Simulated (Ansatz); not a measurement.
# SiGeNH+ (doublet): the correlation ladder, cc-pVDZ

One table from this session's results is given with a row withheld; the runs are named, their logs left out.

The runs use Ansatz 0.2.0, Gaussian basis; cc-pVDZ, core rule «outside noble gas», up to 20 orbitals frozen.

Plan: UHF; CCSD(T) on ROHF; CCSD(T) on UHF; BCCD(T) on ROHF; CISD as a restricted active space (open shells left free, so some higher excitations enter); CCSDT(Q) on ROHF; CCSDT(Q) on UHF; CASSCF and MRCISD+Q, 9 electrons in 9 orbitals; CASSCF and NEVPT2, 9 electrons in 9 orbitals.

34 further runs of the same task are left out: 1 for a known fault of the program, 14 that didn't finish, 19 set aside as unsound or not needed. Runs told in other sessions of the task aren't counted.

## What is computed

The geometry is a PBE0/def2-TZVP stationary point (not a proven minimum) of the parent state, kept for this charge and spin. No spin-orbit coupling is included. The filled d shell of Ge may be among the frozen orbitals whatever the setting's name suggests.

4 atoms, charge 1, spin multiplicity 2.

Atoms are counted from 1 here; the program's logs count them from 0.

Bond lengths: Ge1–N3 1.711 Å, Si2–N3 1.641 Å, Si2–H4 1.501 Å. Angles: N3–Si2–H4 119.0°, Ge1–N3–Si2 173.2°.

Set-up of the first run:

Contents of in.yaml:

```yaml
crystal:
  periodic: [false, false, false]
  atoms:
    - {symbol: Ge, position_ang: [-0.000006, 0.261120, 2.312170]}
    - {symbol: Si, position_ang: [-0.000010, 0.377396, -1.032021]}
    - {symbol: N, position_ang: [0.000040, 0.221404, 0.601446]}
    - {symbol: H, position_ang: [-0.000024, -0.859920, -1.881595]}
basis:
  gaussian: {orbitals: cc-pVDZ}
total_charge: 1
magnetization: {spin_polarized: true, initial_magnetization: 1}
hamiltonian: {xc: hf}
output: {orbitals: {seedname: orbitals}}
```

Command:

```bash
> ansatz run in.yaml --threads 1 --pin off --events-out ev --progress --plain --max-ram 2393MiB
```

Among the steps run: UHF; CCSD(T) on ROHF; CCSD(T) on UHF; BCCD(T) on ROHF; CISD as a restricted active space (open shells left free, so some higher excitations enter); CCSDT(Q) on ROHF; CCSDT(Q) on UHF; CASSCF and MRCISD+Q, 9 electrons in 9 orbitals; CASSCF and NEVPT2, 9 electrons in 9 orbitals.

One of the session's tables, all rows but one given; the rest of the session is left out.

It belongs to the step «Misses and costs». 

```
           method  from UCCSDT(Q) (kcal/mol)
             ROHF                    +208.63
              UHF                    +206.72
             RMP2                     +24.65
             UMP2                     +24.40
            RCCSD                     +10.76
            UCCSD                     +10.71
         RCCSD(T)                      +1.70
         UCCSD(T)                      +1.71
          BCCD(T)                      +1.58
           RCCSDT                      +1.07
           UCCSDT                      +1.07
        RCCSDT(Q)                      +0.18
        UCCSDT(Q)                          0
  CASSCF frontier                          ?
  MRCISD frontier                     +14.49
MRCISD+Q frontier                      +2.90
```

**Question.** Estimate the row for CASSCF frontier.

As computed: from UCCSDT(Q) (kcal/mol): +128.62. In the column «from UCCSDT(Q) (kcal/mol)» it lies between RMP2 (+24.65) and UHF (+206.72).

Not comparable, so not listed: CISD as a restricted active space (open shells left free, so some higher excitations enter); CASSCF and NEVPT2, 9 electrons in 9 orbitals (they don't share determinant, frozen orbitals or solution with the rows shown, or repeat one).

Limits of these values: Restricted and unrestricted rows rest on different reference determinants; a gap between their highest levels can come from leftover correlation error, from unlike frozen cores or from another state. Warnings in the runs' records: passed over end.
